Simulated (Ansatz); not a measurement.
Set up this calculation in Ansatz 0.2.0, as the native input.

```yaml
Task: projected density of states
Functional: PBEsol
Potentials_or_basis: Ansatz PAW
Cutoff: "420 eV (not typed: the program's choice for these potentials)"
k_mesh: 10 × 10 × 2
Occupations: fermi-dirac, width 0.05 eV
Spin: no spin polarisation
Hubbard_terms: Ti d U = 3 eV
Hubbard_projectors: ortho-atomic (the default)
Double_counting: fll (the default)
```

Crystal: Ti3C2.

```
CELL_PARAMETERS angstrom
3.06660 0.00000 0.00000
-1.53330 2.65576 0.00000
0.00000 0.00000 15.11715
ATOMIC_POSITIONS crystal
Ti 0.00000 0.00000 0.50000
Ti 0.00000 0.00000 0.00000
Ti 0.33333 0.66667 0.65612
Ti 0.66667 0.33333 0.15612
Ti 0.66667 0.33333 0.34388
Ti 0.33333 0.66667 0.84388
C 0.33333 0.66667 0.08590
C 0.66667 0.33333 0.58590
C 0.33333 0.66667 0.41410
C 0.66667 0.33333 0.91410
```

The cell comes from a database or a generator and needn't be the stable form of this composition.

One way to write it, as run:

input.yaml

```yaml
crystal:
  lattice:
    - [3.0666049652, 0.0, 0.0]
    - [-1.5333024826, 2.6557578032, 0.0]
    - [0.0, 0.0, 15.11715007]
  atoms:
    - { symbol: Ti, position: [0.0, 0.0, 0.5] }
    - { symbol: Ti, position: [0.0, 0.0, 0.0] }
    - { symbol: Ti, position: [0.3333333333, 0.6666666667, 0.65612229] }
    - { symbol: Ti, position: [0.6666666667, 0.3333333333, 0.15612229] }
    - { symbol: Ti, position: [0.6666666667, 0.3333333333, 0.34387771] }
    - { symbol: Ti, position: [0.3333333333, 0.6666666667, 0.84387771] }
    - { symbol: C, position: [0.3333333333, 0.6666666667, 0.08589624] }
    - { symbol: C, position: [0.6666666667, 0.3333333333, 0.58589624] }
    - { symbol: C, position: [0.3333333333, 0.6666666667, 0.41410376] }
    - { symbol: C, position: [0.6666666667, 0.3333333333, 0.91410376] }
hamiltonian:
  xc: pbesol
  pseudopotentials: { kind: paw }
  hubbard: { sites: [{ species: Ti, l: d, u_eff: 3.0 }] }
kpoints:
  mp_grid: { grid: [10, 10, 2] }
scf:
  occupations: { method: fermi_dirac, width: 0.05 }
  n_extra_bands: 25
output:
  forces: true
  stress: true
  eigenvalues: true
  dos: { projected: true, de: 0.05, nscf_kmesh: { grid: [15, 15, 3] } }
  write_density: true
  write_potential: true
  elf: true
  volumetric_format: npy
```

Potentials or basis: Ansatz PAW.

Run with:

```bash
$ ansatz run input.yaml --threads 4 --pin off --max-ram 11264MiB --backend cpu --events-out ev --progress --plain --runs-dir out
```

It gave:

- Pressure: -1.3 GPa
- Largest force: 0.196 eV/Å
- Band gap on the k mesh: none (metal or under the smearing width)
- Density of states at the Fermi level: 2.49 states/eV per cell

Caveat: U without spin polarisation on a metal has little footing; the PAW data sets come from PBE, with cores solved anew for the run's functional, which leaves a small shift of forces and pressure; the U is typed as a test and isn't derived for this compound; the density of states is complete only up to the lowest level of the last band computed.

It took 14 s on 4 threads of Arm Neoverse V1 (shared host), peak memory 0.89 GiB.
